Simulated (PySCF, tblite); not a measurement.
# methoxybenzoquinone (C₇H₆O₃): a rotation path, then NMR shifts on frames, part 2 of 2

tblite 0.8.0 and PySCF 2.14.0. Atoms count from 0. Earlier steps stand in the parts before.

## 5. NMR shieldings: image 4, PBE0/pcSseg-1

What the job is given:

```
{"job": {"kind": "nmr", "xc": "PBE0", "basis": "pcSseg-1", "pop": false}, "charge": 0, "multiplicity": 1}
C      2.616100     0.223600     0.557500
O      1.813100     0.021100    -0.592500
C      0.469600    -0.066300    -0.382600
C     -0.129600    -1.227400    -0.074000
C     -1.584000    -1.355100     0.073700
O     -2.119000    -2.411400     0.345500
C     -2.361400    -0.114200    -0.130000
C     -1.780600     1.049700    -0.423800
C     -0.319100     1.193200    -0.566700
O      0.210300     2.257700    -0.799700
H      3.645700     0.135200     0.218000
H      2.411900    -0.534200     1.320900
H      2.454600     1.221000     0.978100
H      0.451100    -2.129900     0.064500
H     -3.433200    -0.209300    -0.026400
H     -2.352800     1.955200    -0.573800
```

With the program's defaults for keys left out, this is: GIAO PBE0/pcSseg-1 NMR shielding, non-relativistic, gas phase.

Standard output:

```text
coarse grid: 14584 points
cycle   1  E = -495.0072862286  dE =  1.999e+00  |g| = 1.158e+00  |ddm| = 4.020e+00
cycle   2  E = -494.0257563793  dE =  9.815e-01  |g| = 2.532e+00  |ddm| = 4.374e+00
cycle   3  E = -495.2598759874  dE = -1.234e+00  |g| = 2.031e-01  |ddm| = 3.451e+00
cycle   4  E = -495.2667102976  dE = -6.834e-03  |g| = 1.191e-01  |ddm| = 2.814e-01
cycle   5  E = -495.2693469306  dE = -2.637e-03  |g| = 3.096e-02  |ddm| = 1.279e-01
cycle   6  E = -495.2695249083  dE = -1.780e-04  |g| = 8.048e-03  |ddm| = 2.889e-02
cycle   7  E = -495.2695338084  dE = -8.900e-06  |g| = 4.143e-03  |ddm| = 9.249e-03
cycle   8  E = -495.2695370717  dE = -3.263e-06  |g| = 1.389e-03  |ddm| = 4.946e-03
final grid: 144312 points
cycle   9  E = -495.3612307350  dE =  3.933e-07  |g| = 1.796e-02  |ddm| = 3.774e-02
cycle  10  E = -495.3610322504  dE =  1.985e-04  |g| = 3.698e-02  |ddm| = 4.758e-02
cycle  11  E = -495.3612890394  dE = -2.568e-04  |g| = 3.272e-03  |ddm| = 3.542e-02
cycle  12  E = -495.3612910074  dE = -1.968e-06  |g| = 4.712e-04  |ddm| = 2.564e-03
cycle  13  E = -495.3612910392  dE = -3.188e-08  |g| = 2.298e-04  |ddm| = 6.396e-04
cycle  14  E = -495.3612910499  dE = -1.070e-08  |g| = 9.527e-05  |ddm| = 2.981e-04
cycle  15  E = -495.3612910519  dE = -1.986e-09  |g| = 2.744e-05  |ddm| = 1.159e-04
cycle  16  E = -495.3612910521  dE = -1.540e-10  |g| = 8.281e-06  |ddm| = 3.207e-05
converged SCF energy = -495.3612910521

GIAO shielding tensors (ppm)
atom      isotropic    diamagn.    paramagn.     s11        s22        s33       span
  0 C      120.499     244.640    -124.141     80.927     98.295    182.274    101.346
  1 O      250.504     399.745    -149.242    185.367    222.097    344.047    158.680
  2 C       16.171     258.205    -242.034    -96.383     42.202    102.693    199.076
  3 C       55.165     254.021    -198.856    -48.427     81.988    131.935    180.361
  4 C       -7.550     249.668    -257.219    -90.696    -41.587    109.633    200.329
  5 O     -432.471     400.603    -833.074  -1226.233   -416.954    345.773   1572.006
  6 C       45.042     255.782    -210.740    -70.654     68.705    137.076    207.730
  7 C       46.172     257.970    -211.798    -65.824     64.614    139.726    205.550
  8 C       -2.816     245.935    -248.751    -91.123    -22.463    105.138    196.260
  9 O     -405.961     398.766    -804.727  -1184.137   -421.911    388.166   1572.304
 10 H       27.211      27.872      -0.661     24.289     24.675     32.670      8.381
 11 H       28.291      29.952      -1.661     24.543     26.949     33.379      8.836
 12 H       27.742      29.720      -1.978     23.651     26.331     33.243      9.592
 13 H       25.130      32.182      -7.052     21.807     23.393     30.190      8.383
 14 H       24.970      29.287      -4.317     22.690     23.758     28.461      5.770
 15 H       24.950      29.537      -4.587     22.800     23.781     28.267      5.467
```

It took 87 s on 1 thread, shared host.

In short: δ C4 194.5, C8 189.7, C2 170.8, C6 141.9, H15 6.77, H14 6.75 ppm.

## 6. Shielding tensors: image 6, PBE0/pcSseg-1

What the job is given:

```
{"job": {"kind": "nmr", "xc": "PBE0", "basis": "pcSseg-1", "pop": false}, "charge": 0, "multiplicity": 1}
C      2.666900    -0.010000     0.558000
O      1.736800     0.539700    -0.351600
C      0.448300     0.179500    -0.296800
C     -0.055900    -1.004200     0.110400
C     -1.485900    -1.266100     0.177200
O     -1.939800    -2.346700     0.508700
C     -2.372500    -0.128700    -0.161500
C     -1.896000     1.040700    -0.587800
C     -0.454900     1.299300    -0.732900
O     -0.017200     2.356700    -1.124200
H      3.654500     0.187200     0.146700
H      2.535600    -1.080000     0.713300
H      2.568200     0.509900     1.516100
H      0.577200    -1.827200     0.411500
H     -3.431900    -0.308700    -0.047500
H     -2.541000     1.867600    -0.850900
```

Level: GIAO PBE0/pcSseg-1 NMR shielding, non-relativistic, gas phase.

Standard output:

```text
coarse grid: 14584 points
cycle   1  E = -495.0132132107  dE =  2.041e+00  |g| = 1.149e+00  |ddm| = 4.021e+00
cycle   2  E = -494.0216184406  dE =  9.916e-01  |g| = 2.530e+00  |ddm| = 4.535e+00
cycle   3  E = -495.2635594192  dE = -1.242e+00  |g| = 2.059e-01  |ddm| = 3.580e+00
cycle   4  E = -495.2707840547  dE = -7.225e-03  |g| = 1.182e-01  |ddm| = 2.735e-01
cycle   5  E = -495.2732660217  dE = -2.482e-03  |g| = 4.039e-02  |ddm| = 1.266e-01
cycle   6  E = -495.2735457604  dE = -2.797e-04  |g| = 1.515e-02  |ddm| = 4.339e-02
cycle   7  E = -495.2735933297  dE = -4.757e-05  |g| = 4.808e-03  |ddm| = 1.740e-02
cycle   8  E = -495.2735978650  dE = -4.535e-06  |g| = 1.402e-03  |ddm| = 5.550e-03
final grid: 144312 points
cycle   9  E = -495.3654083707  dE =  5.551e-06  |g| = 1.882e-02  |ddm| = 3.579e-02
cycle  10  E = -495.3651887410  dE =  2.196e-04  |g| = 3.891e-02  |ddm| = 4.983e-02
cycle  11  E = -495.3654723460  dE = -2.836e-04  |g| = 3.123e-03  |ddm| = 3.729e-02
cycle  12  E = -495.3654741445  dE = -1.798e-06  |g| = 5.297e-04  |ddm| = 2.459e-03
cycle  13  E = -495.3654741875  dE = -4.299e-08  |g| = 2.279e-04  |ddm| = 6.317e-04
cycle  14  E = -495.3654741984  dE = -1.097e-08  |g| = 6.781e-05  |ddm| = 2.761e-04
cycle  15  E = -495.3654741994  dE = -9.447e-10  |g| = 3.466e-05  |ddm| = 9.668e-05
cycle  16  E = -495.3654741997  dE = -2.947e-10  |g| = 1.073e-05  |ddm| = 4.248e-05
converged SCF energy = -495.3654741997

GIAO shielding tensors (ppm)
atom      isotropic    diamagn.    paramagn.     s11        s22        s33       span
  0 C      129.880     245.249    -115.369     99.565    108.332    181.742     82.177
  1 O      221.140     396.874    -175.734     97.019    232.318    334.083    237.065
  2 C       21.071     257.484    -236.412    -85.897     43.060    106.051    191.948
  3 C       72.975     258.858    -185.883    -11.770     81.629    149.066    160.836
  4 C       -5.531     247.173    -252.704    -90.950    -36.966    111.323    202.273
  5 O     -404.702     400.328    -805.031  -1158.584   -399.359    343.837   1502.421
  6 C       44.287     256.215    -211.929    -73.476     69.658    136.679    210.154
  7 C       47.312     257.618    -210.306    -63.406     65.506    139.835    203.241
  8 C       -1.341     246.466    -247.807    -92.581    -16.035    104.591    197.172
  9 O     -400.808     397.902    -798.710  -1169.442   -425.368    392.386   1561.828
 10 H       27.422      27.718      -0.295     23.698     25.847     32.722      9.024
 11 H       27.664      29.973      -2.309     23.131     27.307     32.555      9.424
 12 H       28.054      29.326      -1.271     24.109     25.792     34.262     10.153
 13 H       25.699      33.231      -7.532     22.913     23.315     30.869      7.957
 14 H       25.044      29.282      -4.238     22.668     23.922     28.541      5.874
 15 H       25.028      29.441      -4.413     22.889     23.902     28.292      5.402
```

It took 83 s on 1 thread, shared host.

Key values: δ C4 192.5, C8 188.3, C2 165.9, C6 142.6, H15 6.69, H14 6.67 ppm.

## 7. Shielding tensors: image 8, PBE0/pcSseg-1

What the job is given:

```
{"job": {"kind": "nmr", "xc": "PBE0", "basis": "pcSseg-1", "pop": false}, "charge": 0, "multiplicity": 1}
C      2.684600    -0.130600     0.432800
O      1.699600     0.726500    -0.100000
C      0.424200     0.331500    -0.094500
C     -0.056300    -0.837900     0.380000
C     -1.469400    -1.178200     0.339900
O     -1.902300    -2.234100     0.766600
C     -2.368100    -0.161400    -0.254700
C     -1.913700     0.998800    -0.727800
C     -0.487500     1.361400    -0.697500
O     -0.071000     2.413200    -1.126400
H      3.629600     0.396300     0.316300
H      2.721000    -1.077500    -0.113700
H      2.502300    -0.330000     1.492800
H      0.586900    -1.587400     0.817200
H     -3.417000    -0.421500    -0.280700
H     -2.570500     1.739800    -1.161700
```

With the program's defaults for keys left out, this is: GIAO PBE0/pcSseg-1 NMR shielding, non-relativistic, gas phase.

Standard output:

```text
coarse grid: 14584 points
cycle   1  E = -495.0203552905  dE =  2.043e+00  |g| = 1.145e+00  |ddm| = 4.018e+00
cycle   2  E = -494.0329529876  dE =  9.874e-01  |g| = 2.522e+00  |ddm| = 4.602e+00
cycle   3  E = -495.2696764364  dE = -1.237e+00  |g| = 2.047e-01  |ddm| = 3.626e+00
cycle   4  E = -495.2768682207  dE = -7.192e-03  |g| = 1.168e-01  |ddm| = 2.758e-01
cycle   5  E = -495.2793057715  dE = -2.438e-03  |g| = 4.015e-02  |ddm| = 1.250e-01
cycle   6  E = -495.2795808091  dE = -2.750e-04  |g| = 1.498e-02  |ddm| = 4.301e-02
cycle   7  E = -495.2796268453  dE = -4.604e-05  |g| = 4.777e-03  |ddm| = 1.736e-02
cycle   8  E = -495.2796313435  dE = -4.498e-06  |g| = 1.409e-03  |ddm| = 5.571e-03
final grid: 144312 points
cycle   9  E = -495.3716858774  dE = -2.782e-06  |g| = 1.906e-02  |ddm| = 4.551e-02
cycle  10  E = -495.3714584282  dE =  2.274e-04  |g| = 3.955e-02  |ddm| = 5.104e-02
cycle  11  E = -495.3717518522  dE = -2.934e-04  |g| = 3.055e-03  |ddm| = 3.831e-02
cycle  12  E = -495.3717535892  dE = -1.737e-06  |g| = 5.678e-04  |ddm| = 2.465e-03
cycle  13  E = -495.3717536377  dE = -4.849e-08  |g| = 2.428e-04  |ddm| = 7.166e-04
cycle  14  E = -495.3717536503  dE = -1.256e-08  |g| = 6.885e-05  |ddm| = 2.937e-04
cycle  15  E = -495.3717536512  dE = -9.333e-10  |g| = 3.628e-05  |ddm| = 9.813e-05
cycle  16  E = -495.3717536515  dE = -3.295e-10  |g| = 1.115e-05  |ddm| = 4.569e-05
converged SCF energy = -495.3717536515

GIAO shielding tensors (ppm)
atom      isotropic    diamagn.    paramagn.     s11        s22        s33       span
  0 C      130.816     246.258    -115.442    101.635    112.735    178.076     76.441
  1 O      202.675     395.495    -192.820     77.571    208.901    321.552    243.981
  2 C       21.797     258.218    -236.421    -82.845     40.466    107.770    190.615
  3 C       77.198     259.591    -182.393      3.292     81.318    146.985    143.692
  4 C       -5.188     246.882    -252.070    -89.916    -37.156    111.508    201.424
  5 O     -402.380     400.529    -802.909  -1150.987   -400.604    344.451   1495.438
  6 C       44.036     256.231    -212.194    -73.955     69.713    136.351    210.306
  7 C       47.401     257.441    -210.040    -62.963     66.045    139.122    202.086
  8 C       -0.660     245.641    -246.301    -92.972    -13.670    104.661    197.633
  9 O     -396.816     397.596    -794.412  -1158.390   -425.059    393.002   1551.392
 10 H       27.266      27.643      -0.377     23.065     26.141     32.593      9.528
 11 H       28.106      29.613      -1.507     24.922     25.876     33.522      8.600
 12 H       28.106      29.604      -1.498     24.928     25.855     33.535      8.607
 13 H       26.067      33.798      -7.732     23.464     23.776     30.961      7.497
 14 H       25.037      29.229      -4.192     22.663     23.908     28.540      5.876
 15 H       25.023      29.272      -4.249     23.065     23.728     28.276      5.211
```

Run time: 84 s. Hardware: 1 thread, shared host.

In short: δ C4 192.1, C8 187.6, C2 165.1, C6 142.9, H15 6.69, H14 6.68 ppm.

## 8. Side by side: NMR shifts

Shifts (ppm) of some atoms, chosen among heavy atoms and hydrogens apart, with basis size and wall time:

```
  frame     C3    C0   H11   H12     O5     O9     O1  functions  time
image 0  119.2  61.7  4.54  4.53  757.2  723.9  123.7        200  84 s
image 2  125.7  59.8  3.55  5.63  766.1  712.3  112.4        200  87 s
image 4  131.8  66.4  3.43  3.98  768.5  742.0   85.6        200  87 s
image 6  114.0  57.0  4.05  3.66  740.8  736.9  114.9        200  83 s
image 8  109.7  56.1  3.61  3.61  738.5  732.9  133.4        200  84 s
```

## 9. What came out

This closing draws on all 2 parts.

| quantity | value |
| --- | --- |
| lowest and highest image | -0.059 and 0.311 eV |
| ¹³C shifts against TMS (PBE0/pcSseg-1, image 0) | 192.5, 192.2, 162.3, 142.6, 139.1, 119.2, 61.7 ppm |
| ¹H shifts against TMS (PBE0/pcSseg-1, image 0) | 6.66, 6.65, 6.28, 4.54, 4.53, 4.11 ppm |
| ¹⁷O shifts against H2O (PBE0/pcSseg-1, image 0) | 757.2, 723.9, 123.7 ppm |
| range of the shift of O1 | 85.6 to 133.4 ppm |

The band dips 1.3 kcal/mol below its start, so the start is not the lowest point of the turn; from the lowest image the climb to the highest is 8.5 kcal/mol (GFN2-xTB, rough). Shifts at one fixed geometry are not the observed spectrum, which averages over the motion. Across the 5 runs the shift of O1 moves most, between 85.6 (image 4) and 133.4 ppm (image 8).
